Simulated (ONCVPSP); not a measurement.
# Germanium: generating and testing an ONCV potential

Do these settings give a usable potential? It is generated, then checked for transferability, scattering, ghosts and hardness.

Method: ONCVPSP 4.0.1.1 (patched build), PBEsol, scalar-relativistic.

## 1. The design

Typed settings, in words:

| Item | Value |
| --- | --- |
| element | germanium (Ge, Z = 32) |
| type | optimised norm-conserving Vanderbilt (ONCV) |
| frozen core | [Ar] |
| valence charge | 14 |
| reference configuration | 3d10 4s2 4p2 |
| partial waves | 4s: rc 1.65 bohr, ncon 4, nbas 8, qcut 3.7 1/bohr, 1 projector; 4p: rc 2.20 bohr, ncon 4, nbas 8, qcut 3.5 1/bohr, 1 projector; 3d: rc 1.05 bohr, ncon 4, nbas 9, qcut 18.2 1/bohr, 3 projectors, debl 2.4 Ha |
| local potential | polynomial inside 0.75 bohr (lpopt 5, dvloc0 0 Ha) |
| core correction | Teter function, fcfact 5.5, rcfact 1.15 |

The outer shells as boxes (Hund's rule for the drawing; the calculation is spin-unpolarised):

```
[Ar] core
3d [↑↓][↑↓][↑↓][↑↓][↑↓]
4s [↑↓]
4p [↑ ][↑ ][  ]
```

## 2. Generation

The input, Ge.dat:

```
# ATOM AND REFERENCE CONFIGURATION
# atsym  z   nc   nv     iexc    psfile
  Ge 32.00    5    3  -116133      upf
#
#   n    l    f
    1    0    2.00
    2    0    2.00
    2    1    6.00
    3    0    2.00
    3    1    6.00
    3    2   10.00
    4    0    2.00
    4    1    2.00
#
# PSEUDOPOTENTIAL AND OPTIMIZATION
# lmax
    2
#
#   l,   rc,      ep,       ncon, nbas, qcut
    0    1.65    0.00    4    8    3.70
    1    2.20    0.00    4    8    3.50
    2    1.05    0.00    4    9   18.20
#
# LOCAL POTENTIAL
# lloc, lpopt,  rc(5),   dvloc0
    4    5    0.75    0.00
#
# VANDERBILT-KLEINMAN-BYLANDER PROJECTORs
# l, nproj, debl
    0    1    2.60
    1    1    3.00
    2    3    2.40
#
# MODEL CORE CHARGE
# icmod, fcfact, rcfact
    3    5.50    1.15
#
# LOG DERIVATIVE ANALYSIS
# epsh1, epsh2, depsh
   -3.00    5.00    0.02
#
# OUTPUT GRID
# rlmax, drl
    6.00    0.01
#
# TEST CONFIGURATIONS
# ncnf
    4
# nvcnf
#   n    l    f
    3
    3    2   10.00
    4    0    2.00
    4    1    1.00
#
    3
    3    2   10.00
    4    0    2.00
    4    1    0.00
#
    3
    3    2   10.00
    4    0    1.00
    4    1    0.00
#
    3
    3    2    9.00
    4    0    2.00
    4    1    2.00
#
```

Started as:

```console
$ oncvpsp.x < Ge.dat > Ge.out
```

**Question.** What will these runs give? Wanted: cutoffs for 1 and 0.1 mHa per electron, occupied waves; bound ghosts; GHOST(+) flags; largest test error; largest phase difference near zero energy, channels read; rms error of d²Exc/dn², without and with the model core.

As calculated:

```
                                                quantity                                         value
  cutoffs for 1 and 0.1 mHa per electron, occupied waves                             113 Ha and 128 Ha
                                            bound ghosts               s at -265.80 eV, p at -29.74 eV
                                          GHOST(+) flags                            none at low energy
                            largest test error (AE − PS)  -10 meV, for 3d10 4s2 4p0 (2 tests unsolved)
largest phase difference near zero energy, channels read                                     0.007 rad
 rms error of d²Exc/dn², without and with the model core                             6.76 and 5.09 mHa
```

What this shows: It has a bound ghost (s, p), a state that the atom doesn't have, and that rules the file out. By total energies transferability is good where solved: the largest error is 10 meV on 22.9 eV, for 3d10 4s2 4p0. Atomic tests can pass in spite of a ghost, since they solve only for the levels asked. Of the tests 2 gave no usable energy difference, which is a warning in itself. The potential is very hard: the looser tolerance needs 113 Ha. At the looser tolerance the 3d wave is the slowest; 4s needs 14 Ha. Near zero energy the phases of the channels with partial waves agree within 0.007 rad. These are tests on the free atom; a crystal test is still owed.
